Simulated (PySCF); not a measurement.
# [LaH4]−: other functionals and bases at one geometry

An exercise on one series of results from a longer session: the logs are not shown, and one member is left open.

The runs use PySCF 2.14.0; several levels, as the steps say, no spin–orbit coupling.

1 further run of the same task is left out (for a known fault of the program).

## Where the work starts

5 atoms, charge -1, spin multiplicity 1.

Bond lengths: La1–H2 2.226 Å, La1–H3 2.226 Å, La1–H4 2.226 Å, La1–H5 2.226 Å. Angles: H2–La1–H3 109.5°, H2–La1–H4 109.5°, H2–La1–H5 109.5°, H3–La1–H4 109.5°, H3–La1–H5 109.5°, H4–La1–H5 109.5°.

Coordinates:

| atom | x (Å) | y (Å) | z (Å) |
| --- | --- | --- | --- |
| La1 | 0.00000 | 0.00000 | 0.00000 |
| H2 | 1.28546 | 1.28546 | 1.28546 |
| H3 | -1.28546 | -1.28546 | 1.28546 |
| H4 | 1.28546 | -1.28546 | -1.28546 |
| H5 | -1.28546 | 1.28546 | -1.28546 |

Formal oxidation states: La +3. An earlier session relaxed this geometry at PBE0, La def2-SVP with ECP46, H def2-SVP (singlet, point group Td).

At PBE0 on the finer grid: E = -33.923760 Eh, HOMO -2.17 eV, LUMO 3.28 eV, Mulliken charge on La1 +0.45 e, largest force component 0.001 eV/Å. 

Levels to run: HF; r2SCAN; PBE0, TZVP. Hardware: 2 threads of Arm Neoverse V1, shared host.

The first run:

Contents of run.py (the lines that set the calculation):

```python
mol = gto.M(atom='''
La     0.00000     0.00000     0.00000
H      1.28546     1.28546     1.28546
H     -1.28546    -1.28546     1.28546
H      1.28546    -1.28546    -1.28546
H     -1.28546     1.28546    -1.28546''',
    basis={'La': 'def2-SVP', 'H': 'def2-SVP'},
    ecp={'La': 'def2-SVP'},
    charge=-1, spin=0)
mf = scf.RHF(mol)
mf = mf.density_fit()  # fitting sets: La def2-universal-JKFIT, H def2-universal-JKFIT
mf.conv_tol = 1e-08; mf.max_cycle = 55
mf.kernel(dm0)  # dm0: the density of the relaxed state
```

The run is started by

```sh
OMP_NUM_THREADS=2 python run.py
```

Steps of the session up to this table: HF; r2SCAN; PBE0, TZVP.

One table of the session follows, with a row left open; its other results are not shown here.

```
              level  HOMO (eV)  gap (eV)  charge on La1 (e)  largest force component (eV/Å)
PBE0 (relaxed here)      -2.17      5.45               0.45                            0.00
                 HF          ?         ?                  ?                               ?
             r2SCAN      -1.27      4.20               0.44                            0.02
         PBE0, TZVP      -2.20      5.66               0.53                            0.00
```

**Question.** Estimate the row for HF.

**Answer.** HOMO (eV): -5.04; gap (eV): 10.00; charge on La1 (e): 0.88; largest force component (eV/Å): 0.17. In the column «HOMO (eV)» it is the lowest.

In one basis the HOMO–LUMO gap runs from 4.20 eV (r2SCAN) to 10.00 eV (HF). The largest leftover force, 0.17 eV/Å with HF, stands at a geometry relaxed at another level. Total energies of different levels can't be compared.
